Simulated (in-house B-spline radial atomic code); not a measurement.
# W: ionisation energy by several methods

One table from this session's results is given with a row withheld; the runs are named, their logs left out.

Program: in-house B-spline radial atomic code version 1. Level of theory: scalar-relativistic (X2C), several functionals, spin-polarised; spherical all-electron atom at the radial basis limit. These are calculated values, not measurements, unless marked.

**Starting point**

```
element       : tungsten (Z = 74)
charge        : 0
electrons     : 74
configuration : [Xe] 4f14 5d4 6s2
nucleus       : Fermi, rms radius 5.366 fm
```

The outer shells:

[Xe] 4f14 5d4 6s2
```
[Xe] core
4f [↑↓][↑↓][↑↓][↑↓][↑↓][↑↓][↑↓]
5d [↑ ][↑ ][↑ ][↑ ][  ]
6s [↑↓]
```

Where spins are not typed, each open shell is filled with up spins first.

The first run:

Input settings:

```ini
Z = 74
electrons = 74.0
configuration = [Xe] 4f14 5d4 6s2
hamiltonian = x2c
method = rpbe,pbe
spin_polarised = True
nucleus = fermi
rms_radius = 5.3658
mass_number = 184
atomic_mass = 183.95093318
speed_of_light = 137.035999084
```

Among the steps run: RPBE, a GGA; PBEsol, a GGA; PBE, a GGA; BLYP, a GGA; Hartree-Fock; r2SCAN, a meta-GGA.

One of the session's tables, all rows but one given; the rest of the session is left out.

| method | ΔSCF (eV) |
| --- | --- |
| RPBE | 7.444 |
| PBEsol | 7.472 |
| PBE | 7.521 |
| BLYP | 7.846 |
| r2SCAN | 7.147 |
| Hartree-Fock | ? |

Q: Estimate the row for Hartree-Fock from the others.

The run gave: ΔSCF (eV): 5.847. In the column «ΔSCF (eV)» it is the lowest.

Members of this set that are not shown: 12 used exact exchange with fractional occupations of an open shell, which is unsound here.

To keep in mind: Meta-GGA runs start from a PBE run whose iterations are not counted.
